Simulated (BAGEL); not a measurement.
# [CuF4]2− ([CuF4]2-) at UHF/3-21G (density fitting with qzvpp-jkfit)

Aim: the vertical ionisation energy of [CuF4]2− ([CuF4]2-) at UHF/3-21G (density fitting with qzvpp-jkfit), from 2 runs. 

Program for the calculation: BAGEL 1.2.2.

9 further runs of the same task are left out: 8 that didn't finish, 1 set aside as unsound or not needed.

### 1 The structure to begin with

The species is [CuF4]2− (5 atoms), meant as a doublet with charge -2. SMILES: `[F][Cu-2]([F])([F])[F]`. Geometry: a GFN2-xTB relaxation, a rough one for these elements and not checked as a minimum.

Bond lengths: Cu1–F2 1.875 Å, Cu1–F3 1.874 Å, Cu1–F4 1.874 Å, Cu1–F5 1.874 Å. Angles: F2–Cu1–F3 98.5°, F2–Cu1–F4 134.8°, F2–Cu1–F5 98.5°, F3–Cu1–F4 98.5°, F3–Cu1–F5 134.8°, F4–Cu1–F5 98.5°.

### 2 The energy at UHF/3-21G (density fitting with qzvpp-jkfit)

File input.json:

```json
{ "bagel" : [

{
  "title" : "molecule",
  "basis" : "3-21g.json",
  "df_basis" : "qzvpp-jkfit",
  "angstrom" : "true",
  "geometry" : [
    { "atom" : "Cu", "xyz" : [       0.000130,       0.000000,      -0.000060 ] },
    { "atom" : "F", "xyz" : [       1.729720,      -0.032100,       0.722000 ] },
    { "atom" : "F", "xyz" : [       0.025020,       1.737980,      -0.700560 ] },
    { "atom" : "F", "xyz" : [      -1.730530,       0.015830,       0.718330 ] },
    { "atom" : "F", "xyz" : [      -0.024340,      -1.721720,      -0.739710 ] }
  ]
},

{ "title" : "uhf", "charge" : -2, "nopen" : 1 },

{ "title" : "print", "file" : "orbitals.molden", "orbitals" : "true" }

]}
```

The basis set 3-21G is read from a file made from the Basis Set Exchange's data (not shown).

Command:

```console
BAGEL_NUM_THREADS=1 BAGEL input.json > input.out
```

Log:

```text
* using 1 threads per process

  ===============================================================
  ===============================================================

  *** Geometry ***

  { "atom" : "Cu", "xyz" : [      0.000246,      0.000000,     -0.000113 ] },
  { "atom" : "F", "xyz" : [      3.268697,     -0.060660,      1.364382 ] },
  { "atom" : "F", "xyz" : [      0.047281,      3.284306,     -1.323867 ] },
  { "atom" : "F", "xyz" : [     -3.270228,      0.029914,      1.357447 ] },
  { "atom" : "F", "xyz" : [     -0.045996,     -3.253579,     -1.397849 ] },

  Number of auxiliary basis functions:      572

  Since a DF basis is specified, we compute 2- and 3-index integrals:
    o Being stored without compression. Storage requirement is 0.018 GB

  Number of basis functions:       63
  Number of electrons      :       65

    * METHOD: MOLECULE                             0.23

  *** Open-shell HF ***

  === Nuclear Repulsion ===
   379.9420946237

      * DIIS with orbital gradients will be used.

  === UHF iteration (3-21g.json) ===
      0      -2025.97107702          0.07328566           0.18
      1      -2026.36485617          0.04180753           0.18
      2      -2026.45881407          0.02081499           0.18
      3      -2026.48656529          0.00187806           0.18
      4      -2026.48809781          0.00039579           0.18
      5      -2026.48813169          0.00008710           0.18
      6      -2026.48815327          0.00003960           0.17
      7      -2026.48815856          0.00000593           0.17
      8      -2026.48815957          0.00000247           0.17
      9      -2026.48815975          0.00000096           0.17
     10      -2026.48815976          0.00000062           0.18
     11      -2026.48815977          0.00000058           0.17
     12      -2026.48815977          0.00000055           0.17
     13      -2026.48815977          0.00000044           0.18
     14      -2026.48815977          0.00000027           0.18
     15      -2026.48815977          0.00000007           0.17
     16      -2026.48815977          0.00000004           0.18
     17      -2026.48815977          0.00000004           0.18
     18      -2026.48815977          0.00000003           0.17
     19      -2026.48815977          0.00000003           0.18
     20      -2026.48815977          0.00000002           0.17
     21      -2026.48815977          0.00000001           0.17
     22      -2026.48815977          0.00000000           0.18
    * SCF iteration converged.

    * S^2 (UHF) is 0.7507

    * Permanent dipole moment:
           (   -0.000503,    -0.000016,     0.000325) a.u.

    * METHOD: UHF                                  4.22

    * METHOD: PRINT                                0.01

  ===============================================================
```

It took 4.8 s on 1 thread of Arm Neoverse V2, shared host; peak memory 0.11 GiB.

### 3 Singlet [CuF4]− at the same level

File calc.json:

```json
{ "bagel" : [

{
  "title" : "molecule",
  "basis" : "3-21g.json",
  "df_basis" : "qzvpp-jkfit",
  "angstrom" : true,
  "geometry" : [
    { "atom" : "Cu", "xyz" : [    0.000130,    0.000000,   -0.000060 ] },
    { "atom" : "F", "xyz" : [    1.729720,   -0.032100,    0.722000 ] },
    { "atom" : "F", "xyz" : [    0.025020,    1.737980,   -0.700560 ] },
    { "atom" : "F", "xyz" : [   -1.730530,    0.015830,    0.718330 ] },
    { "atom" : "F", "xyz" : [   -0.024340,   -1.721720,   -0.739710 ] }
  ]
},
{
  "title" : "hf",
  "charge" : -1
},
{
  "title" : "print",
  "file" : "orbitals.molden",
  "orbitals" : true
}

]}
```

The basis set 3-21G is read from a file made from the Basis Set Exchange's data (not shown).

Command:

```console
BAGEL_NUM_THREADS=1 BAGEL calc.json > calc.out
```

Log:

```text
* using 1 threads per process

  ===============================================================
  ===============================================================

  *** Geometry ***

  { "atom" : "Cu", "xyz" : [      0.000246,      0.000000,     -0.000113 ] },
  { "atom" : "F", "xyz" : [      3.268697,     -0.060660,      1.364382 ] },
  { "atom" : "F", "xyz" : [      0.047281,      3.284306,     -1.323867 ] },
  { "atom" : "F", "xyz" : [     -3.270228,      0.029914,      1.357447 ] },
  { "atom" : "F", "xyz" : [     -0.045996,     -3.253579,     -1.397849 ] },

  Number of auxiliary basis functions:      572

  Since a DF basis is specified, we compute 2- and 3-index integrals:
    o Being stored without compression. Storage requirement is 0.018 GB

  Number of basis functions:       63
  Number of electrons      :       65

    * METHOD: MOLECULE                             0.23

  *** RHF ***

  === Nuclear Repulsion ===
   379.9420946237

      * DIIS with orbital gradients will be used.

  === RHF iteration (3-21g.json) ===
      0      -2026.19447144          0.02882304           0.09
      1      -2026.41810584          0.01476146           0.09
      2      -2026.48195422          0.00418321           0.09
      3      -2026.48711865          0.00141217           0.09
      4      -2026.48956300          0.00026839           0.09
      5      -2026.48965740          0.00009134           0.09
      6      -2026.48966103          0.00001294           0.09
      7      -2026.48966124          0.00000485           0.09
      8      -2026.48966126          0.00000182           0.09
      9      -2026.48966127          0.00000094           0.09
     10      -2026.48966127          0.00000052           0.09
     11      -2026.48966127          0.00000043           0.09
     12      -2026.48966127          0.00000039           0.09
     13      -2026.48966127          0.00000032           0.09
     14      -2026.48966127          0.00000023           0.09
     15      -2026.48966127          0.00000008           0.09
     16      -2026.48966127          0.00000004           0.09
     17      -2026.48966127          0.00000002           0.09
     18      -2026.48966127          0.00000001           0.09
     19      -2026.48966127          0.00000001           0.09
    * SCF iteration converged.

    * Permanent dipole moment:
           (    0.000178,    -0.000047,     0.000356) a.u.

    * METHOD: HF                                   1.94

    * METHOD: PRINT                                0.01

  ===============================================================
```

It took 2.4 s on 1 thread of Arm Neoverse V2, shared host; peak memory 0.11 GiB.

### 4 Summary of results

Level: UHF/3-21G (density fitting with qzvpp-jkfit).

| quantity | value |
| --- | --- |
| doublet [CuF4]2−: total energy | -2026.48816 Eh |
| doublet [CuF4]2−: ⟨S²⟩ | 0.751 |
| singlet [CuF4]−: total energy | -2026.48966 Eh |
| singlet [CuF4]−: HOMO energy | -9.01 eV |
| singlet [CuF4]−: LUMO energy | 3.87 eV |
| singlet [CuF4]−: HOMO–LUMO gap (to an unbound level, set by the basis) | 12.88 eV |
| vertical detachment energy (to the singlet anion) | -0.041 eV |

What this shows: The species is unbound against losing an electron at this level, by 0.04 eV (−3.9 kJ/mol); missing correlation or diffuse functions can give that sign where the real anion is bound. Only the singlet of the ionised species was computed; a triplet could lie lower.
